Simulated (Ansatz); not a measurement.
# H4SnTe: rotation by 120° about the Sn1–Te2 bond

Wanted: the energy profile along the rotation by 120° about the Sn1–Te2 bond, from relaxed end points and a band of images. SMILES of the start: [SnH3][TeH].

All numbers below are computed with Ansatz 0.2.0 (RKS r2SCAN-D4/def2-SVP).

## (1) The system as given

Bond lengths: Sn1–Te2 2.677 Å, Sn1–H3 1.674 Å, Sn1–H4 1.667 Å, Sn1–H5 1.674 Å, Te2–H6 1.638 Å. Angles: Sn1–Te2–H6 91.0°, Te2–Sn1–H3 115.5°, Te2–Sn1–H4 109.3°, Te2–Sn1–H5 115.6°, H3–Sn1–H4 105.3°, H3–Sn1–H5 104.9°, H4–Sn1–H5 105.3°.

Structure file:

```xyz
6

Sn   -0.3182   -0.2273   -0.4783
Te    0.0145    0.8101    1.9665
H     0.4412   -1.6945   -0.7478
H    -1.9394   -0.5159   -0.7385
H     0.1660    0.7488   -1.7492
H     1.6360    0.8789    1.7473
```

## (2) End point A

input.yaml reads:

```yaml
crystal:
  periodic: [false, false, false]
  atoms:
    - { symbol: Sn, position_ang: [-0.31824, -0.22734, -0.47829] }
    - { symbol: Te, position_ang: [0.01448, 0.81012, 1.96651] }
    - { symbol: H, position_ang: [0.4412, -1.69451, -0.74779] }
    - { symbol: H, position_ang: [-1.93937, -0.51593, -0.7385] }
    - { symbol: H, position_ang: [0.16598, 0.74876, -1.74922] }
    - { symbol: H, position_ang: [1.63595, 0.8789, 1.74729] }
basis:
  gaussian: { orbitals: def2-SVP }
hamiltonian:
  xc: r2scan
  dispersion: d4
relax:
  f_tol: 0.015
  max_steps: 40
```

The run is started by

```console
$ ansatz run input.yaml --threads 1 --pin off --max-ram 2048MiB --backend cpu --events-out ev --progress --plain --runs-dir out
```

Output (excerpt; [...] marks lines left out):

```text
Warning: RAYON_NUM_THREADS=1 ignored (pool sized by the plan → 1); use --threads N
[...]
Functional definition: r2SCAN
[...]
843 factors; their error is unknown
[...]
mean field -13194.35879617 eV, -484.8837423015 hartree, gradient 6.7e-5 eV, S^2 0.000000; 0 other end points of the search recorded, 0 dependent functions left out
[...]
reference -13194.35880663 eV, -484.8837426861 hartree; 25, 25 occupied and 47, 47 virtual orbitals, 843 factors
relax step   1: F+E_penalty+E_count = -13194.38546039 eV  Δ(F+E_penalty+E_count) = +0.000e0 eV  max|allowed force component| = 7.523e-1 eV/Å  Δτ_max = 0.0000 Å  (23 SCF iters, accepted)
[...]
relax step   4: F+E_penalty+E_count = -13194.50710617 eV  Δ(F+E_penalty+E_count) = -6.391e-4 eV  max|allowed force component| = 2.947e-2 eV/Å  Δτ_max = 0.0177 Å  (27 SCF iters, accepted)
[...]
relax step   5: F+E_penalty+E_count = -13194.50744633 eV  Δ(F+E_penalty+E_count) = -3.402e-4 eV  max|allowed force component| = 8.502e-3 eV/Å  Δτ_max = 0.0173 Å  (23 SCF iters, accepted)
843 factors; their error is unknown
mean field -13194.48083603 eV, -484.8882271836 hartree, gradient 7.1e-6 eV, S^2 0.000000; 1 other end points of the search recorded, 0 dependent functions left out
[...]
reference -13194.48084651 eV, -484.8882275689 hartree; 25, 25 occupied and 47, 47 virtual orbitals, 843 factors
Total energy: -13194.50745681 eV, -484.8892054794 hartree
Atom 0 at    -0.342277    -0.260160    -0.551346 Å, force     0.000885     0.003469     0.008502 eV/Å
Atom 1 at     0.002117     0.804820     1.959717 Å, force     0.001703    -0.000005     0.000775 eV/Å
Atom 2 at     0.502478    -1.743672    -0.685075 Å, force     0.002164    -0.004194    -0.002041 eV/Å
Atom 3 at    -2.026699    -0.511489    -0.704978 Å, force    -0.004436    -0.001093    -0.001954 eV/Å
Atom 4 at     0.212892     0.837708    -1.742589 Å, force     0.001852     0.001833    -0.004328 eV/Å
Atom 5 at     1.651490     0.872793     1.724272 Å, force    -0.002168    -0.000009    -0.000955 eV/Å
Dipole moment:     0.027930    -0.077430    -0.195382 e Å
```

Wall time 23 s (1 thread of Arm Neoverse V1, shared host); peak memory 0.13 GiB.

The steps of the relaxation:

```
step  energy from step 1 (eV)  largest force component (eV/Å)
   1                   0.0000                          0.7523
  2x                   0.0325                          0.8639
   3                  -0.1210                          0.0931
   4                  -0.1216                          0.0295
   5                  -0.1220                          0.0085
```

Step 1 is the start. 1 step was tried and not accepted (marked x).

After: Bond lengths: Sn1–Te2 2.749 Å, Sn1–H3 1.712 Å, Sn1–H4 1.710 Å, Sn1–H5 1.712 Å, Te2–H6 1.667 Å. Angles: Sn1–Te2–H6 90.6°, Te2–Sn1–H3 110.2°, Te2–Sn1–H4 105.2°, Te2–Sn1–H5 110.3°, H3–Sn1–H4 110.6°, H3–Sn1–H5 109.9°, H4–Sn1–H5 110.6°.

## (3) Relaxing end B

The second end starts from a geometry with the move made by hand.

Edit input.yaml of step 2 so:

```diff
@@ -8,3 +8,3 @@
     - { symbol: H, position_ang: [0.16598, 0.74876, -1.74922] }
-    - { symbol: H, position_ang: [1.63595, 0.8789, 1.74729] }
+    - { symbol: H, position_ang: [-0.91903, 2.09823, 1.57758] }
 basis:
```

The run is started by

```console
$ ansatz run input.yaml --threads 1 --pin off --max-ram 2048MiB --backend cpu --events-out ev --progress --plain --runs-dir out
```

Output (excerpt; [...] marks lines left out):

```text
Warning: RAYON_NUM_THREADS=1 ignored (pool sized by the plan → 1); use --threads N
[...]
[... 1 set-up line as earlier in the session ...]
[...]
843 factors; their error is unknown
[...]
mean field -13194.33796321 eV, -484.8829767044 hartree, gradient 7.5e-5 eV, S^2 0.000000; 0 other end points of the search recorded, 0 dependent functions left out
[...]
reference -13194.33797364 eV, -484.8829770879 hartree; 25, 25 occupied and 47, 47 virtual orbitals, 843 factors
relax step   1: F+E_penalty+E_count = -13194.36465329 eV  Δ(F+E_penalty+E_count) = +0.000e0 eV  max|allowed force component| = 7.890e-1 eV/Å  Δτ_max = 0.0000 Å  (23 SCF iters, accepted)
[...]
relax step   5: F+E_penalty+E_count = -13194.50690259 eV  Δ(F+E_penalty+E_count) = -3.483e-4 eV  max|allowed force component| = 3.227e-2 eV/Å  Δτ_max = 0.0240 Å  (26 SCF iters, accepted)
[...]
relax step   6: F+E_penalty+E_count = -13194.50745489 eV  Δ(F+E_penalty+E_count) = -5.523e-4 eV  max|allowed force component| = 2.344e-3 eV/Å  Δτ_max = 0.0184 Å  (27 SCF iters, accepted)
843 factors; their error is unknown
[...]
mean field -13194.48084309 eV, -484.8882274431 hartree, gradient 2.3e-5 eV, S^2 0.000000; 1 other end points of the search recorded, 0 dependent functions left out
[...]
reference -13194.48085357 eV, -484.8882278284 hartree; 25, 25 occupied and 47, 47 virtual orbitals, 843 factors
Total energy: -13194.50746538 eV, -484.8892057943 hartree
Atom 0 at    -0.377368    -0.246618    -0.560529 Å, force    -0.001405     0.001907    -0.000646 eV/Å
Atom 1 at     0.071270     0.784462     1.947736 Å, force    -0.000924     0.002344     0.001802 eV/Å
Atom 2 at     0.505738    -1.710346    -0.608907 Å, force     0.000351    -0.002040    -0.002142 eV/Å
Atom 3 at    -2.048807    -0.543862    -0.788613 Å, force     0.001565    -0.000611    -0.000377 eV/Å
Atom 4 at     0.190324     0.838835    -1.757874 Å, force    -0.000258    -0.001600     0.000211 eV/Å
Atom 5 at    -0.896137     2.096859     1.598477 Å, force     0.000671     0.000000     0.001152 eV/Å
Dipole moment:    -0.064676    -0.034300    -0.197929 e Å
```

Wall time 27 s (1 thread of Arm Neoverse V1, shared host); peak memory 0.13 GiB.

Relaxation path:

```
step  energy from step 1 (eV)  largest force component (eV/Å)
   1                   0.0000                          0.7890
   2                  -0.0038                          1.0918
   3                  -0.1250                          0.2438
   4                  -0.1419                          0.0609
   5                  -0.1422                          0.0323
   6                  -0.1428                          0.0023
```

Step 1 is the start.

After: Bond lengths: Sn1–Te2 2.749 Å, Sn1–H3 1.710 Å, Sn1–H4 1.713 Å, Sn1–H5 1.713 Å, Te2–H6 1.667 Å. Angles: Sn1–Te2–H6 90.5°, Te2–Sn1–H3 105.2°, Te2–Sn1–H4 110.2°, Te2–Sn1–H5 110.2°, H3–Sn1–H4 110.6°, H3–Sn1–H5 110.6°, H4–Sn1–H5 109.9°.

## (4) The band

crystal.atoms is end A as relaxed above, and neb.final_atoms is end B, turned to lie on A. With 7 inner images the band has 9 in all.

input.yaml reads:

```yaml
crystal:
  periodic: [false, false, false]
  atoms:
    - { symbol: Sn, position_ang: [-0.342277, -0.26016, -0.551346] }
    - { symbol: Te, position_ang: [0.002117, 0.80482, 1.959717] }
    - { symbol: H, position_ang: [0.502478, -1.743672, -0.685075] }
    - { symbol: H, position_ang: [-2.026699, -0.511489, -0.704978] }
    - { symbol: H, position_ang: [0.212892, 0.837708, -1.742589] }
    - { symbol: H, position_ang: [1.65149, 0.872793, 1.724272] }
basis:
  gaussian: { orbitals: def2-SVP }
hamiltonian:
  xc: r2scan
  dispersion: d4
neb:
  order_check: false
  images: 7
  f_tol: 0.03
  max_iterations: 60
  initial_path: idpp
  final_atoms:
    - { symbol: Sn, position_ang: [-0.19355966, -0.36179003, -0.5653586] }
    - { symbol: Te, position_ang: [1.00983033, 0.11780714, 1.85902471] }
    - { symbol: H, position_ang: [0.16380705, -1.99421055, -0.92896358] }
    - { symbol: H, position_ang: [-1.88612107, -0.12864007, -0.44304094] }
    - { symbol: H, position_ang: [0.45285249, 0.67736648, -1.76386706] }
    - { symbol: H, position_ang: [0.45319187, 1.68946703, 1.84220647] }
```

The run is started by

```console
$ ansatz run input.yaml --threads 1 --pin off --max-ram 2048MiB --backend cpu --events-out ev --progress --plain --runs-dir out
```

Output (excerpt; [...] marks lines left out):

```text
Warning: RAYON_NUM_THREADS=1 ignored (pool sized by the plan → 1); use --threads N
[...]
[... 1 set-up line as earlier in the session ...]
[...]
843 factors; their error is unknown
[...]
mean field -13194.48083612 eV, -484.8882271872 hartree, gradient 2.9e-5 eV, S^2 0.000000; 0 other end points of the search recorded, 0 dependent functions left out
[...]
reference -13194.48084661 eV, -484.8882275725 hartree; 25, 25 occupied and 47, 47 virtual orbitals, 843 factors
843 factors; their error is unknown
[...]
mean field -13194.48083541 eV, -484.8882271608 hartree, gradient 2.8e-5 eV, S^2 0.000000; 0 other end points of the search recorded, 0 dependent functions left out
[...]
reference -13194.48084595 eV, -484.8882275482 hartree; 25, 25 occupied and 47, 47 virtual orbitals, 843 factors
NEB end point (image 0): max|allowed force component| = 8.516e-3 eV/Å (the criterion of neb.relax_end_points is 1.000e-2)
[...]
reference -13194.45804896 eV, -484.8873897742 hartree; 25, 25 occupied and 47, 47 virtual orbitals, 843 factors
[...]
843 factors; their error is unknown
mean field -13194.44491533 eV, -484.8869071224 hartree, gradient 2.0e-5 eV, S^2 0.000000; 0 other end points of the search recorded, 0 dependent functions left out
[...]
reference -13194.44492595 eV, -484.8869075128 hartree; 25, 25 occupied and 47, 47 virtual orbitals, 843 factors
[...]
843 factors; their error is unknown
mean field -13194.43925425 eV, -484.8866990817 hartree, gradient 1.9e-5 eV, S^2 0.000000; 0 other end points of the search recorded, 0 dependent functions left out
[...]
reference -13194.43926489 eV, -484.8866994724 hartree; 25, 25 occupied and 47, 47 virtual orbitals, 843 factors
[...]
843 factors; their error is unknown
mean field -13194.44465836 eV, -484.8868976790 hartree, gradient 2.1e-5 eV, S^2 0.000000; 0 other end points of the search recorded, 0 dependent functions left out
[...]
reference -13194.44466897 eV, -484.8868980687 hartree; 25, 25 occupied and 47, 47 virtual orbitals, 843 factors
[...]
843 factors; their error is unknown
[...]
```

## (5) The output, continued: band between the two ends

Output, continued (excerpt; [...] marks lines left out):

```text
mean field -13194.45776222 eV, -484.8873792369 hartree, gradient 1.0e-5 eV, S^2 0.000000; 0 other end points of the search recorded, 0 dependent functions left out
[...]
reference -13194.45777276 eV, -484.8873796242 hartree; 25, 25 occupied and 47, 47 virtual orbitals, 843 factors
[...]
843 factors; their error is unknown
mean field -13194.46249579 eV, -484.8875531925 hartree, gradient 7.7e-6 eV, S^2 0.000000; 0 other end points of the search recorded, 0 dependent functions left out
[...]
reference -13194.46250630 eV, -484.8875535787 hartree; 25, 25 occupied and 47, 47 virtual orbitals, 843 factors
NEB iter   3: max|band force component| = 5.264e-1 eV/Å  barrier→ = 0.0418 eV  barrier← = 0.0418 eV  Δτ_max = 0.0861 Å  (176 SCF iters)
[...]
NEB iter   4: max|band force component| = 3.488e-1 eV/Å  barrier→ = 0.0246 eV  barrier← = 0.0246 eV  CI = image 4  Δτ_max = 0.0250 Å  (179 SCF iters)
[...]
NEB iter   5: max|band force component| = 2.768e-2 eV/Å  barrier→ = 0.0186 eV  barrier← = 0.0186 eV  CI = image 4  Δτ_max = 0.0000 Å  (356 SCF iters)
Total energy: -13194.48888796 eV, -484.8885230867 hartree
Atom 0 at    -0.302809    -0.367526    -0.517913 Å, force    -0.002812    -0.003391     0.027234 eV/Å
Atom 1 at     0.284153     0.339237     2.081898 Å, force     0.002128     0.002996    -0.009032 eV/Å
Atom 2 at     0.177406    -1.991242    -0.776829 Å, force    -0.001857     0.004103    -0.009166 eV/Å
Atom 3 at    -1.991651    -0.225009    -0.765965 Å, force     0.004375    -0.001166    -0.009238 eV/Å
Atom 4 at     0.551261     0.687532    -1.557779 Å, force     0.000680     0.000888     0.009805 eV/Å
Atom 5 at     1.281640     1.557009     1.536590 Å, force    -0.002513    -0.003429    -0.009603 eV/Å
Dipole moment:    -0.009264    -0.010555    -0.215847 e Å
this run last wrote the band of iteration 5 to <dir>
```

Wall time 2.7 min (1 thread of Arm Neoverse V1, shared host); peak memory 0.13 GiB.

## (6) What the band shows

The 7 inner images lie between the fixed ends 0 and 8. Energy is taken from image 0, and the path length is the program's own coordinate along the band.

```
image  path (Å)  energy (eV)  dihedral H5–Sn1–Te2–H6 (°)  band force (eV/Å)
    0     0.000       0.0000                         -61                  -
    1     0.302       0.0023                         -47              0.018
    2     0.604       0.0088                         -32              0.021
    3     0.906       0.0156                         -16              0.027
   4*     1.208       0.0186                           0              0.027
    5     1.510       0.0158                          16              0.028
    6     1.812       0.0090                          31              0.022
    7     2.114       0.0025                          46              0.018
    8     2.416       0.0000                          61                  -
```

The star marks the climbing image.

image, energy (eV) and a bar:
```
        0      0.000 
        1      0.002 ####
        2      0.009 ##############
        3      0.016 #########################
        4      0.019 ##############################
        5      0.016 #########################
        6      0.009 ###############
        7      0.002 ####
        8      0.000
```

The top of the band by iteration:

```
iteration  highest image above image 0 (eV)  largest band force (eV/Å)
        1                            0.1229                      0.976
        2                            0.1447                      0.869
        3                            0.0418                      0.526
        4                            0.0246                      0.349
        5                            0.0186                      0.028
```

The band as a trajectory file:

```xyz
6
image=0 dE=0.0000
Sn   -0.342   -0.260   -0.551
Te    0.002    0.805    1.960
H     0.502   -1.744   -0.685
H    -2.027   -0.511   -0.705
H     0.213    0.838   -1.743
H     1.651    0.873    1.724
6
image=1 dE=0.0023
Sn   -0.336   -0.297   -0.537
Te    0.017    0.700    2.004
H     0.428   -1.822   -0.705
H    -2.026   -0.459   -0.741
H     0.314    0.808   -1.671
H     1.603    1.070    1.649
6
image=2 dE=0.0088
Sn   -0.324   -0.329   -0.529
Te    0.068    0.582    2.040
H     0.345   -1.894   -0.737
H    -2.019   -0.389   -0.755
H     0.403    0.772   -1.618
H     1.526    1.258    1.599
6
image=3 dE=0.0156
Sn   -0.314   -0.352   -0.521
Te    0.159    0.459    2.070
H     0.263   -1.948   -0.760
H    -2.008   -0.312   -0.768
H     0.483    0.733   -1.576
H     1.417    1.421    1.555
6
image=4 dE=0.0186
Sn   -0.303   -0.368   -0.518
Te    0.284    0.339    2.082
H     0.177   -1.991   -0.777
H    -1.992   -0.225   -0.766
H     0.551    0.688   -1.558
H     1.282    1.557    1.537
6
image=5 dE=0.0158
Sn   -0.286   -0.376   -0.521
Te    0.426    0.240    2.069
H     0.095   -2.025   -0.779
H    -1.967   -0.133   -0.749
H     0.610    0.630   -1.575
H     1.122    1.663    1.555
6
image=6 dE=0.0090
Sn   -0.261   -0.380   -0.529
Te    0.565    0.175    2.038
H     0.022   -2.051   -0.766
H    -1.930   -0.042   -0.726
H     0.664    0.560   -1.618
H     0.941    1.738    1.601
6
image=7 dE=0.0025
Sn   -0.228   -0.386   -0.537
Te    0.691    0.148    2.002
H    -0.045   -2.073   -0.752
H    -1.877    0.053   -0.694
H     0.717    0.481   -1.671
H     0.742    1.777    1.651
6
image=8 dE=0.0000
Sn   -0.131   -0.405   -0.554
Te    0.798    0.263    1.945
H     0.257   -2.058   -0.751
H    -1.826   -0.169   -0.639
H     0.649    0.543   -1.749
H     0.254    1.827    1.747
```

## (7) Frequencies at the highest image

The geometry is the highest inner image of the first converged band.

input.yaml reads:

```yaml
crystal:
  periodic: [false, false, false]
  atoms:
    - { symbol: Sn, position_ang: [-0.302809, -0.367526, -0.517913] }
    - { symbol: Te, position_ang: [0.284153, 0.339237, 2.081898] }
    - { symbol: H, position_ang: [0.177406, -1.991242, -0.776829] }
    - { symbol: H, position_ang: [-1.991651, -0.225009, -0.765965] }
    - { symbol: H, position_ang: [0.551261, 0.687532, -1.557779] }
    - { symbol: H, position_ang: [1.28164, 1.557009, 1.53659] }
basis:
  gaussian: { orbitals: def2-SVP }
hamiltonian:
  xc: r2scan
  dispersion: d4
phonons: {}
```

The run is started by

```console
$ ansatz run input.yaml --threads 1 --pin off --max-ram 2048MiB --backend cpu --events-out ev --progress --plain --runs-dir out
```

Output (excerpt; [...] marks lines left out):

```text
Warning: RAYON_NUM_THREADS=1 ignored (pool sized by the plan → 1); use --threads N
[...]
[... 1 set-up line as earlier in the session ...]
[...]
843 factors; their error is unknown
[...]
mean field -13194.46227570 eV, -484.8875451042 hartree, gradient 2.6e-5 eV, S^2 0.000000; 0 other end points of the search recorded, 0 dependent functions left out
[...]
reference -13194.46228621 eV, -484.8875454906 hartree; 25, 25 occupied and 47, 47 virtual orbitals, 843 factors
[...]
843 factors; their error is unknown
[...]
mean field -13194.46220472 eV, -484.8875424958 hartree, gradient 1.4e-6 eV, S^2 0.000000; 0 other end points of the search recorded, 0 dependent functions left out
[...]
reference -13194.46221523 eV, -484.8875428822 hartree; 25, 25 occupied and 47, 47 virtual orbitals, 843 factors
[...]
843 factors; their error is unknown
[...]
mean field -13194.46224606 eV, -484.8875440150 hartree, gradient 1.2e-6 eV, S^2 0.000000; 0 other end points of the search recorded, 0 dependent functions left out
[...]
reference -13194.46225657 eV, -484.8875444014 hartree; 25, 25 occupied and 47, 47 virtual orbitals, 843 factors
[...]
843 factors; their error is unknown
mean field -13194.46222854 eV, -484.8875433712 hartree, gradient 1.3e-6 eV, S^2 0.000000; 0 other end points of the search recorded, 0 dependent functions left out
[...]
reference -13194.46223906 eV, -484.8875437576 hartree; 25, 25 occupied and 47, 47 virtual orbitals, 843 factors
[...]
843 factors; their error is unknown
mean field -13194.46224733 eV, -484.8875440615 hartree, gradient 2.0e-6 eV, S^2 0.000000; 0 other end points of the search recorded, 0 dependent functions left out
[...]
reference -13194.46225784 eV, -484.8875444479 hartree; 25, 25 occupied and 47, 47 virtual orbitals, 843 factors
[...]
843 factors; their error is unknown
mean field -13194.46229562 eV, -484.8875458361 hartree, gradient 2.7e-6 eV, S^2 0.000000; 0 other end points of the search recorded, 0 dependent functions left out
[...]
```

## (8) The log goes on: vibrations at the highest image of the band

The log, continued (excerpt; [...] marks lines left out):

```text
reference -13194.46230613 eV, -484.8875462225 hartree; 25, 25 occupied and 47, 47 virtual orbitals, 843 factors
[...]
843 factors; their error is unknown
[...]
mean field -13194.46224390 eV, -484.8875439356 hartree, gradient 1.2e-6 eV, S^2 0.000000; 0 other end points of the search recorded, 0 dependent functions left out
[...]
reference -13194.46225442 eV, -484.8875443220 hartree; 25, 25 occupied and 47, 47 virtual orbitals, 843 factors
[...]
843 factors; their error is unknown
mean field -13194.46222483 eV, -484.8875432350 hartree, gradient 1.3e-6 eV, S^2 0.000000; 0 other end points of the search recorded, 0 dependent functions left out
[...]
reference -13194.46223535 eV, -484.8875436213 hartree; 25, 25 occupied and 47, 47 virtual orbitals, 843 factors
[...]
843 factors; their error is unknown
mean field -13194.46226843 eV, -484.8875448369 hartree, gradient 7.2e-7 eV, S^2 0.000000; 0 other end points of the search recorded, 0 dependent functions left out
[...]
reference -13194.46230012 eV, -484.8875460015 hartree; 25, 25 occupied and 47, 47 virtual orbitals, 843 factors
WARN: phonons: modes at or below zero, which the zero-point energy, F, S and C_V leave out: 1, the lowest at -105.48 cm⁻¹. A minimum has none, and a first-order saddle one
Total energy: -13194.48888200 eV, -484.8885228678 hartree
Atom 0 at    -0.302809    -0.367526    -0.517913 Å, force    -0.002869    -0.003420     0.027229 eV/Å
Atom 1 at     0.284153     0.339237     2.081898 Å, force     0.002122     0.002925    -0.009161 eV/Å
Atom 2 at     0.177406    -1.991242    -0.776829 Å, force    -0.001878     0.004118    -0.009159 eV/Å
Atom 3 at    -1.991651    -0.225009    -0.765965 Å, force     0.004422    -0.001165    -0.009242 eV/Å
Atom 4 at     0.551261     0.687532    -1.557779 Å, force     0.000661     0.000844     0.009842 eV/Å
Atom 5 at     1.281640     1.557009     1.536590 Å, force    -0.002457    -0.003303    -0.009509 eV/Å
Dipole moment:    -0.009264    -0.010556    -0.215847 e Å
Vibrations: -105.48 191.66 397.08 439.30 559.22 678.39 711.83 726.81 1913.01 1921.41 1935.87 2131.76 cm⁻¹, zero-point energy 0.719502 eV
```

Wall time 82 s (1 thread of Arm Neoverse V1, shared host); peak memory 0.12 GiB.

Of 12 modes, 1 is imaginary by more than 30 cm⁻¹ (105i cm⁻¹).

## (9) Summary of results

| quantity | value |
| --- | --- |
| end A | 3 moves, 0.122 eV lower |
| end B | 5 moves, 0.143 eV lower |
| barrier forwards | 0.019 eV |
| barrier backwards | 0.019 eV |
| second end relative to first | 0.000 eV |
| highest image | 4 of 0 to 8, climbing |
| band iterations | 5 |
| imaginary modes at the top | 105i cm⁻¹ |

**Reading.** The top lies 0.019 eV above the first end, or 0.7 kT at room temperature. The two ends lie within 1 meV of each other. The top still moved by 6 meV in the last iteration, which bounds the digits to trust. The listed dihedral goes from -61° at end A through 0° at the highest image to 61° at end B. One imaginary mode, as a first-order saddle point has. Zero-point energy and entropy are left out.
